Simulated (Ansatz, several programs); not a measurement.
Al₄As₃N as one 8-atom ordering (I-42m) on the zincblende lattice, relaxed with PBE in Ansatz (plane waves, PAW): it is tetragonal, I-42m (No. 121); conventional cell a = 5.403 Å, c = 10.589 Å, 19.32 Å³ an atom. N has 4 Al at 1.97 Å; Al has 1 N at 1.97 Å and 3 As at 2.44–2.52 Å; As has 4 Al at 2.44 Å; As has 4 Al at 2.52 Å. The cell was then scaled with its shape and fractional coordinates held, which makes it stiffer than a relaxed compression. Simulation only: spin-unpolarised, and no claim that this is the phase found in nature.

```tsv
V (Å³/atom)	E (meV/atom)
18.159	21.08
19.319	0.00
19.898	4.44
20.478	16.95
```

Question: Pass a cubic E = c₀ + c₁u + c₂u² + c₃u³, with u = V − 19.463 Å³, through these points.

Answer: c₀ = 0.27, c₁ = +3.891, c₂ = 13.608, c₃ = -1.2359 (meV and Å³).

Question: Where is the minimum, and what bulk modulus follows?

Answer: dE/du = 0 at u = -0.140, so V₀ = 19.32 Å³. B = V₀ d²E/dV² = 19.32 × (2c₂ + 6c₃u) = 19.32 × 28.255 = 546 meV/Å³, and 1 meV/Å³ is 0.16022 GPa: 87 GPa. A third-order Birch-Murnaghan fit to all five points gives 19.32 Å³ and 87 GPa.

Question: Predict the energy and the pressure at the withheld volume, 18.739 Å³.

Answer: With u = -0.724: E ≈ 5.05 meV and P = −dE/dV ≈ +2.84 GPa. The run gives 5.01 meV and, from its stress, +2.83 GPa.
